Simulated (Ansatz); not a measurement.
**SnH₃Cl: a ladder of functionals and wavefunction methods**

An exercise on one series of results from a longer session: the logs are not shown, and one member is left open.

Computed with Ansatz 0.2.0, Gaussian basis. Level: functionals in def2-TZVPP, the program's frozen cores in correlated methods.

Levels to be run: LDA (SPW92), PBE-D4, revPBE-D4, BLYP-D4, r2SCAN-D4, B97M-V, PBE0-D4, B3LYP-D4, r2SCANh-D4, r2SCAN0-D4, HSE06-D4, BHLYP-D4, CAM-B3LYP-D4, LC-ωPBE, ωB97X-V, ωB97M-V, B2PLYP, PBE-QIDH; CCSD(T)/def2-SVP; CCSD(T)/def2-TZVPP; MP2/def2-QZVPP; extrapolation to the limit; RPA on PBE.

**Structure used throughout**

The geometry comes from an earlier relaxation with PBE0-D4 in a triple-zeta def2 set; it is a stationary point. Sn takes the def2 core potential; no spin-orbit term is included.

SMILES `[Cl][SnH3]`, 5 atoms, charge 0, spin multiplicity 1.

Atoms are counted from 1 here; the program's logs count them from 0.

Bond lengths: Cl1–Sn2 2.334 Å, Sn2–H3 1.700 Å, Sn2–H4 1.700 Å, Sn2–H5 1.700 Å. Angles: Cl1–Sn2–H3 106.1°, Cl1–Sn2–H4 106.1°, Cl1–Sn2–H5 106.1°, H3–Sn2–H4 112.7°, H3–Sn2–H5 112.7°, H4–Sn2–H5 112.7°.

The first run:

in.yaml reads:

```yaml
crystal:
  periodic: [false, false, false]
  atoms:
    - {symbol: Cl, position_ang: [-1.839361, 0.332408, 1.029866]}
    - {symbol: Sn, position_ang: [0.168907, -0.044531, -0.097513]}
    - {symbol: H, position_ang: [-0.120467, 0.362884, -1.722403]}
    - {symbol: H, position_ang: [0.522669, -1.694171, 0.111123]}
    - {symbol: H, position_ang: [1.318153, 0.969910, 0.637428]}
basis:
  gaussian: {orbitals: def2-TZVPP}
hamiltonian: {xc: lda}
output: {orbitals: {seedname: orbitals}}
```

Steps of the session up to this table: LDA; PBE-D4 (GGA); revPBE-D4 (GGA); BLYP-D4 (GGA); r2SCAN-D4 (meta-GGA); B97M-V (meta-GGA); PBE0-D4 (hybrid); B3LYP-D4 (hybrid); r2SCANh-D4 (hybrid); r2SCAN0-D4 (hybrid); HSE06-D4 (hybrid); BHLYP-D4 (hybrid); CAM-B3LYP-D4 (range-separated); LC-ωPBE-D4 (range-separated; the results give it without D4); ωB97X-V (range-separated); ωB97M-V (range-separated); B2PLYP (double hybrid); PBE-QIDH (double hybrid).

One of the session's tables, all rows but one given; the rest of the session is left out.

It belongs to the step «Orbital energies across the functionals». 

| functional | HOMO (eV) | gap (eV) |
| --- | --- | --- |
| LDA (SPW92) | -7.36 | 5.40 |
| PBE-D4 | -7.27 | 5.57 |
| revPBE-D4 | -7.23 | 5.62 |
| BLYP-D4 | -7.12 | 5.47 |
| r2SCAN-D4 | -7.61 | 6.25 |
| B97M-V | -7.74 | 6.27 |
| PBE0-D4 | -8.63 | 7.76 |
| B3LYP-D4 | -8.37 | 7.23 |
| r2SCANh-D4 | -8.11 | 7.03 |
| r2SCAN0-D4 | ? | ? |
| HSE06-D4 | -8.23 | 6.99 |
| BHLYP-D4 | -9.85 | 9.75 |
| CAM-B3LYP-D4 | -9.98 | 10.00 |
| LC-ωPBE | -11.40 | 12.58 |
| ωB97X-V | -11.04 | 12.08 |
| ωB97M-V | -10.86 | 11.63 |

Q: Estimate the row for r2SCAN0-D4 from the others.

Worked estimate for «HOMO (eV)». Against the share of exact exchange, r2SCAN-D4 (0, -7.61), r2SCANh-D4 (0.1, -8.11) give a slope of -5.00 per unit share; at 0.25 the line stands at -8.86.

The run gave: HOMO (eV): -8.85; gap (eV): 8.20. In «HOMO (eV)» the line misses by -0.01.
